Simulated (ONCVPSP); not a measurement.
# W: generating and testing an ONCV potential

Do these settings give a usable potential? It is generated, then checked for transferability, scattering, ghosts and hardness.

Method: ONCVPSP 4.0.1.1 (patched build), PBE, scalar-relativistic.

## Step 1: Starting point

Typed settings, in words:

| Quantity | Value |
| --- | --- |
| element | tungsten (W, Z = 74) |
| type | optimised norm-conserving Vanderbilt (ONCV) |
| frozen core | [Xe] 4f14 |
| valence charge | 6 |
| reference configuration | 5d4 6s1 (charge +1) |
| partial waves | 6s: rc 2.80 bohr, ncon 3, nbas 8, qcut 2.4 1/bohr, 2 projectors, debl 0.4 Ha; p scattering state at 0.36 Ha: rc 2.65 bohr, ncon 5, nbas 9, qcut 2.9 1/bohr, 2 projectors, debl 2.2 Ha; 5d: rc 2.20 bohr, ncon 4, nbas 9, qcut 7 1/bohr, 3 projectors, debl 1 Ha |
| local potential | polynomial inside 1.45 bohr (lpopt 5, dvloc0 0 Ha) |
| core correction | not asked for |

The outer shells as boxes (Hund's rule for the drawing; the calculation is spin-unpolarised):

```
[Xe] core
4f [↑↓][↑↓][↑↓][↑↓][↑↓][↑↓][↑↓]
5d [↑ ][↑ ][↑ ][↑ ][  ]
6s [↑ ]
```

## Step 2: Generating the potential

Input file W.dat:

```
# ATOM AND REFERENCE CONFIGURATION
# atsym  z   nc   nv     iexc    psfile
  W 74.00   12    2        4      upf
#
#   n    l    f
    1    0    2.00
    2    0    2.00
    2    1    6.00
    3    0    2.00
    3    1    6.00
    3    2   10.00
    4    0    2.00
    4    1    6.00
    4    2   10.00
    4    3   14.00
    5    0    2.00
    5    1    6.00
    5    2    4.00
    6    0    1.00
#
# PSEUDOPOTENTIAL AND OPTIMIZATION
# lmax
    2
#
#   l,   rc,      ep,       ncon, nbas, qcut
    0    2.80    0.00    3    8    2.40
    1    2.65    0.36    5    9    2.90
    2    2.20    0.00    4    9    7.00
#
# LOCAL POTENTIAL
# lloc, lpopt,  rc(5),   dvloc0
    4    5    1.45    0.00
#
# VANDERBILT-KLEINMAN-BYLANDER PROJECTORs
# l, nproj, debl
    0    2    0.40
    1    2    2.20
    2    3    1.00
#
# MODEL CORE CHARGE
# icmod, fcfact, rcfact
    0    0.00    0.00
#
# LOG DERIVATIVE ANALYSIS
# epsh1, epsh2, depsh
   -2.00    5.00    0.02
#
# OUTPUT GRID
# rlmax, drl
    6.00    0.01
#
# TEST CONFIGURATIONS
# ncnf
    4
# nvcnf
#   n    l    f
    2
    5    2    4.00
    6    0    2.00
#
    2
    5    2    4.00
    6    0    0.00
#
    2
    5    2    3.00
    6    0    0.00
#
    3
    5    2    4.00
    6    0    0.00
    6    1    1.00
#
```

Launch:

```console
$ oncvpsp.x < W.dat > W.out
```

Before running it: what results should come out? Wanted: cutoffs for 1 and 0.1 mHa per electron, occupied waves; bound ghosts; GHOST(+) flags; largest test error; largest phase difference near zero energy, channels read; projector energies reset by the program.

The runs gave:

```
                                                quantity                                    value
  cutoffs for 1 and 0.1 mHa per electron, occupied waves                          15 Ha and 21 Ha
                                            bound ghosts                           s at -98.26 eV
                                          GHOST(+) flags                               p at 20 eV
                            largest test error (AE − PS)                     +67 meV, for 5d3 6s0
largest phase difference near zero energy, channels read                                0.038 rad
                 projector energies reset by the program  s: -0.448, 0.250 Ha; p: 0.050, 2.250 Ha
```

A bound ghost (s) makes it unfit for use: electrons can fall into a state that the atom doesn't have. The worst unpolarised test, 5d3 6s0, is off by 67 meV on 41.1 eV; by total energies transferability rates as fair. The potential is soft on the atom at that tolerance: the looser tolerance needs 15 Ha. At the looser tolerance the 5d wave is the slowest; 6s needs 3 Ha. Of the channels read, p scatters worst near zero energy, by up to 0.04 rad. The program also flags highly localised states, GHOST(+) (p).
